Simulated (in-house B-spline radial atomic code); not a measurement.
**Co³⁺: ionisation energy by several methods**

Wanted: one ionisation energy, Co³⁺ to configuration [Ar] 3d5, up the ladder of functionals.

The numbers are computed with in-house B-spline radial atomic code version 1 (Dirac-Coulomb, several functionals, exact exchange averaged over the configuration; spherical all-electron atom at the radial basis limit), except any that are marked as measured or tabulated.

### 1 The atom as given

| Quantity | Value |
| --- | --- |
| element | cobalt (Z = 27) |
| charge | +3 |
| electrons | 24 |
| configuration | [Ar] 3d6 |
| nucleus | Fermi, rms radius 3.788 fm |

The outer shells:

[Ar] 3d6
```
[Ar] core
3d [↑↓][↑ ][↑ ][↑ ][↑ ]
```

The boxes only draw the filling; these runs are spin-restricted and spherical.

### 2 LC-ωPBE, a range-separated hybrid

Input settings:

```ini
Z = 27
electrons = 24.0
configuration = [Ar] 3d6
hamiltonian = dirac
method = lc_wpbe
spin_polarised = False
nucleus = fermi
rms_radius = 3.7875
mass_number = 59
atomic_mass = 58.933193524
speed_of_light = 137.035999084
exact_exchange = averaged over the configuration
```

The run is started by

```sh
> python run_scf.py task.json out
```

One command runs all members of the session, one after another, from task.json.

From the run's result record (rounded, not every field):

```text
{
  "status": "converged",
  "scf [iteration, energy, orbital gradient]": [
    [1, -1376.33582811, 0.629],
    [2, -1383.42008529, 0.613],
    [3, -1390.58641361, 0.115],
    [4, -1390.97322119, 0.0209],
    [5, -1390.98038135, 0.0112],
    [6, -1390.98228394, 0.00498],
    [7, -1390.98300163, 0.00045],
    [8, -1390.98300576, 3.12e-05],
    [9, -1390.98300578, 1.11e-06],
    [10, -1390.98300578, 5.58e-08]
  ],
  "energy [hartree]": {"total": -1390.98300578, "kinetic": 1411.86170438, "nuclear": -3301.37099986, "coulomb": 556.398558324, "exact_exchange": -4.72390944508, "xc": -53.1483591754},
  "breit [hartree]": {"gaunt": 0.5845861, "retardation": -0.05222824, "frequency_dependence": -0.001461424},
  "qed [hartree]": {"self_energy": 0.3889483, "uehling": -0.03360733, "wichmann_kroll": 0.0002205051},
  "recoil [hartree]": 0.009907141,
  "total_with_corrections [hartree]": -1390.08664065,
  "orbitals [hartree, bohr; first row names the columns]": [
    ["name", "occ", "eps", "<r>", "<r^2>", "<1/r>", "r_max", "density_at_nucleus", "small_component", "breit_shift", "self_energy", "hyperfine_A/g_I (MHz)"],
    ["1s1/2", 2.0, -280.64937, 0.056183, 0.0042457, 27.037, 0.036771, 7670.3, 0.0094528, 0.34659, 0.17273, 5109300.0],
    ["2s1/2", 2.0, -34.694954, 0.25519, 0.076937, 5.84, 0.21309, 729.41, 0.0017545, 0.033317, 0.017514, 481680.0],
    ["2p1/2", 2.0, -30.308138, 0.22279, 0.061063, 5.7868, 0.17031, 4.3531, 0.0017363, 0.050892, -0.00036868, 144490.0],
    ["2p3/2", 4.0, -29.763538, 0.22592, 0.062656, 5.6755, 0.17288, "-", 0.0017106, 0.037745, 0.00084834, 26994.0],
    ["3s1/2", 2.0, -5.3997427, 0.76889, 0.68167, 1.8467, 0.66773, 107.31, 0.00038774, 0.0049397, 0.0026443, 70793.0],
    ["3p1/2", 2.0, -4.0767525, 0.80002, 0.75261, 1.7229, 0.67179, 0.62235, 0.00034731, 0.0065164, -2.1885e-05, 18564.0],
    ["3p3/2", 4.0, -4.0071129, 0.80907, 0.76958, 1.6977, 0.67906, "-", 0.00034119, 0.0047494, 0.00013333, 3455.1],
    ["3d3/2", 2.4, -1.8648658, 0.93589, 1.1059, 1.3893, 0.65495, "-", 0.00024134, 0.0020792, -1.3416e-05, 1030.2],
    ["3d5/2", 3.6, -1.856791, 0.93977, 1.115, 1.3832, 0.65737, "-", 0.00023978, 0.001456, 1.4489e-05, 435.88]
  ],
  "sum_r [bohr^k]": {"-1": 122.2732, "1": 13.97541, "2": 13.15008},
  "density_at_nucleus [bohr^-3]": 17024.08,
  "radius_at_0.001 [bohr]": 2.71,
  "radius_enclosing_fraction [bohr]": {"0.5": 0.5043, "0.9": 1.185, "0.99": 1.996},
  "slater [hartree]": {
    "F0(3p1/2,3p1/2)": 1.1295,
    "F0(3p1/2,3p3/2)": 1.1232,
    "G2(3p1/2,3p3/2)": 0.56195,
    "F0(3p1/2,3d3/2)": 1.0495,
    "G1(3p1/2,3d3/2)": 0.61735,
    "F0(3p1/2,3d5/2)": 1.0472,
    "G3(3p1/2,3d5/2)": 0.37431,
    "F0(3p3/2,3p3/2)": 1.1169,
    "F2(3p3/2,3p3/2)": 0.55936,
    "F0(3p3/2,3d3/2)": 1.044,
    "F2(3p3/2,3d3/2)": 0.49624,
    "G1(3p3/2,3d3/2)": 0.61318,
    "G3(3p3/2,3d3/2)": 0.37308,
    "F0(3p3/2,3d5/2)": 1.0417,
    "F2(3p3/2,3d5/2)": 0.49521,
    "G1(3p3/2,3d5/2)": 0.61228,
    "G3(3p3/2,3d5/2)": 0.37249,
    "F0(3d3/2,3d3/2)": 0.98593,
    "F2(3d3/2,3d3/2)": 0.45986,
    "F0(3d3/2,3d5/2)": 0.98388,
    "F2(3d3/2,3d5/2)": 0.45895,
    "G2(3d3/2,3d5/2)": 0.45854,
    "G4(3d3/2,3d5/2)": 0.28602,
    "F0(3d5/2,3d5/2)": 0.98185,
    "F2(3d5/2,3d5/2)": 0.45806,
    "F4(3d5/2,3d5/2)": 0.28571
  },
  "ionisation_energy [hartree]": 2.03255536,
  "ionisation_energy_with_corrections [hartree]": 2.03295575
}
```

Run time: 5.7 s. Hardware: 1 thread, shared host.

The run also solves the next ion with the same method; the record keeps the difference, ionisation_energy. radius_at_0.001 is where the density falls to 0.001 electrons per bohr³.

Radial density 4πr²n(r) and radial functions P(r) = rR(r):

```csv
r (bohr),4πr²n,3p3/2,3d5/2
0.00370,2.087,0.0030,0.0000
0.00529,3.860,0.0059,0.0000
0.00756,6.878,0.0117,0.0001
0.0108,11.62,0.0227,0.0002
0.0155,18.34,0.0437,0.0006
0.0221,25.85,0.0811,0.0018
0.0316,31.65,0.1454,0.0047
0.0451,32.27,0.2464,0.0123
0.0645,27.92,0.3872,0.0307
0.0923,25.87,0.5416,0.0724
0.132,32.14,0.6299,0.1577
0.189,36.48,0.5160,0.3111
0.270,25.97,0.0907,0.5384
0.385,14.78,-0.5614,0.7964
0.551,17.10,-1.1023,0.9858
0.788,16.71,-1.1532,0.9837
1.13,7.960,-0.7535,0.7758
1.61,2.018,-0.3083,0.4754
2.30,0.2867,-0.0696,0.2072
3.29,0.01801,-0.0070,0.0547
```

Clear maxima of the radial density (full grid of the record): 0.038, 0.19, 0.66 bohr.

X-ray form factor of the spherical density:

```csv
sinθ/λ (1/Å),f (electrons)
0,24.000
0.1,23.069
0.2,20.673
0.3,17.648
0.4,14.713
0.6,10.345
0.8,7.977
1,6.745
1.4,5.267
1.8,3.988
2.5,2.370
4,1.259
6,0.852
```

### 3 B97-1, a global hybrid

The settings differ from step 2 so:

```diff
@@ -4,3 +4,3 @@
 hamiltonian = dirac
-method = lc_wpbe
+method = b97_1
 spin_polarised = False
```

Main fields:

```text
{
  "status": "converged",
  "iterations": 10,
  "energy [hartree]": {"total": -1391.08973805, "kinetic": 1411.92358506, "nuclear": -3301.72403252, "coulomb": 556.975112783, "exact_exchange": -11.7772679494, "xc": -46.487135426},
  "breit [hartree]": {"gaunt": 0.5844704, "retardation": -0.05220987, "frequency_dependence": -0.001472825},
  "qed [hartree]": {"self_energy": 0.3886804, "uehling": -0.03358349, "wichmann_kroll": 0.0002203595},
  "recoil [hartree]": 0.009908819,
  "total_with_corrections [hartree]": -1390.19372428,
  "orbitals [hartree, bohr; first row names the columns]": [
    ["name", "occ", "eps", "<r>"],
    ["1s1/2", 2.0, -281.8644, 0.056184],
    ["2s1/2", 2.0, -35.006415, 0.255],
    ["2p1/2", 2.0, -30.52518, 0.22275],
    ["2p3/2", 4.0, -29.978873, 0.22587],
    ["3s1/2", 2.0, -5.3572602, 0.76818],
    ["3p1/2", 2.0, -3.9951497, 0.79953],
    ["3p3/2", 4.0, -3.9244586, 0.8085],
    ["3d3/2", 2.4, -1.7537097, 0.93347],
    ["3d5/2", 3.6, -1.7455306, 0.93731]
  ],
  "sum_r [bohr^k]": {"-1": 122.2863, "1": 13.95537, "2": 13.09012},
  "ionisation_energy [hartree]": 2.02444611,
  "ionisation_energy_with_corrections [hartree]": 2.0248516
}
```

Run time: 2.8 s. Hardware: 1 thread, shared host.

### 4 PBE0, a global hybrid

The settings differ from step 3 so:

```diff
@@ -4,3 +4,3 @@
 hamiltonian = dirac
-method = b97_1
+method = pbe0
 spin_polarised = False
```

Main fields:

```text
{
  "status": "converged",
  "iterations": 10,
  "energy [hartree]": {"total": -1390.94459277, "kinetic": 1411.87140264, "nuclear": -3301.62132397, "coulomb": 556.873140387, "exact_exchange": -14.0214970056, "xc": -44.0463148233},
  "breit [hartree]": {"gaunt": 0.5844331, "retardation": -0.05219311, "frequency_dependence": -0.001475168},
  "qed [hartree]": {"self_energy": 0.3887101, "uehling": -0.03358614, "wichmann_kroll": 0.000220377},
  "recoil [hartree]": 0.009909078,
  "total_with_corrections [hartree]": -1390.04857444,
  "orbitals [hartree, bohr; first row names the columns]": [
    ["name", "occ", "eps", "<r>"],
    ["1s1/2", 2.0, -282.15666, 0.056182],
    ["2s1/2", 2.0, -35.10048, 0.2549],
    ["2p1/2", 2.0, -30.600979, 0.2227],
    ["2p3/2", 4.0, -30.054122, 0.2258],
    ["3s1/2", 2.0, -5.4006585, 0.76803],
    ["3p1/2", 2.0, -4.0270761, 0.79951],
    ["3p3/2", 4.0, -3.9563496, 0.80841],
    ["3d3/2", 2.4, -1.7724916, 0.93345],
    ["3d5/2", 3.6, -1.7643403, 0.93727]
  ],
  "sum_r [bohr^k]": {"-1": 122.2825, "1": 13.95395, "2": 13.08122},
  "ionisation_energy [hartree]": 2.02437044,
  "ionisation_energy_with_corrections [hartree]": 2.02477768
}
```

It took 3.5 s on 1 thread, shared host.

### 5 ωB97X, a range-separated hybrid

The settings differ from step 4 so:

```diff
@@ -4,3 +4,3 @@
 hamiltonian = dirac
-method = pbe0
+method = wb97x
 spin_polarised = False
```

Main fields:

```text
{
  "status": "converged",
  "iterations": 11,
  "energy [hartree]": {"total": -1391.22167317, "kinetic": 1412.22951386, "nuclear": -3302.12690326, "coulomb": 556.795461385, "exact_exchange": -11.8545861879, "xc": -46.2651589615},
  "breit [hartree]": {"gaunt": 0.5846412, "retardation": -0.05221313, "frequency_dependence": -0.001470354},
  "qed [hartree]": {"self_energy": 0.3889041, "uehling": -0.0336033, "wichmann_kroll": 0.0002204839},
  "recoil [hartree]": 0.009910102,
  "total_with_corrections [hartree]": -1390.32528401,
  "orbitals [hartree, bohr; first row names the columns]": [
    ["name", "occ", "eps", "<r>"],
    ["1s1/2", 2.0, -281.69596, 0.056176],
    ["2s1/2", 2.0, -35.014097, 0.25494],
    ["2p1/2", 2.0, -30.552358, 0.2227],
    ["2p3/2", 4.0, -30.006229, 0.22582],
    ["3s1/2", 2.0, -5.4514217, 0.76843],
    ["3p1/2", 2.0, -4.0957034, 0.7999],
    ["3p3/2", 4.0, -4.0254388, 0.80885],
    ["3d3/2", 2.4, -1.8557447, 0.93095],
    ["3d5/2", 3.6, -1.8476036, 0.9347]
  ],
  "sum_r [bohr^k]": {"-1": 122.3012, "1": 13.94213, "2": 13.04161},
  "ionisation_energy [hartree]": 2.01627682,
  "ionisation_energy_with_corrections [hartree]": 2.01667943
}
```

It took 6.2 s on 1 thread, shared host.

### 6 Results

| method | rung | total energy (hartree) | ΔSCF (eV) | with Breit, QED, recoil (eV) | −ε highest (eV) | corrected ΔSCF less tabulated (eV) |
| --- | --- | --- | --- | --- | --- | --- |
| B97-1 | global hybrid | -1391.0897 | 55.088 | 55.099 | 47.498 (3d5/2) | +3.829 |
| PBE0 | global hybrid | -1390.9446 | 55.086 | 55.097 | 48.010 (3d5/2) | +3.827 |
| LC-ωPBE | range-separated hybrid | -1390.9830 | 55.309 | 55.320 | 50.526 (3d5/2) | +4.050 |
| ωB97X | range-separated hybrid | -1391.2217 | 54.866 | 54.877 | 50.276 (3d5/2) | +3.607 |

Tables give 51.27 ± 0.1 eV (semi-empirical; NIST Atomic Spectra Database) for the ionisation energy. ωB97X misses by +3.607 eV, the least, and LC-ωPBE by +4.050 eV (7.9 %), the most. All methods miss on the same side by much the same amount, which points to something that they share. Open shells are averaged (over orientations, and over spins where the run is restricted), while tables refer to the lowest levels.

Cost against accuracy (CPU time on one thread of a shared host; * marks runs that also wrote radial tables):

| method | CPU time | miss (eV) |
| --- | --- | --- |
| B97-1 | 2.8 s | +3.829 |
| PBE0 | 3.5 s | +3.827 |
| LC-ωPBE* | 5.7 s | +4.050 |
| ωB97X | 6.2 s | +3.607 |
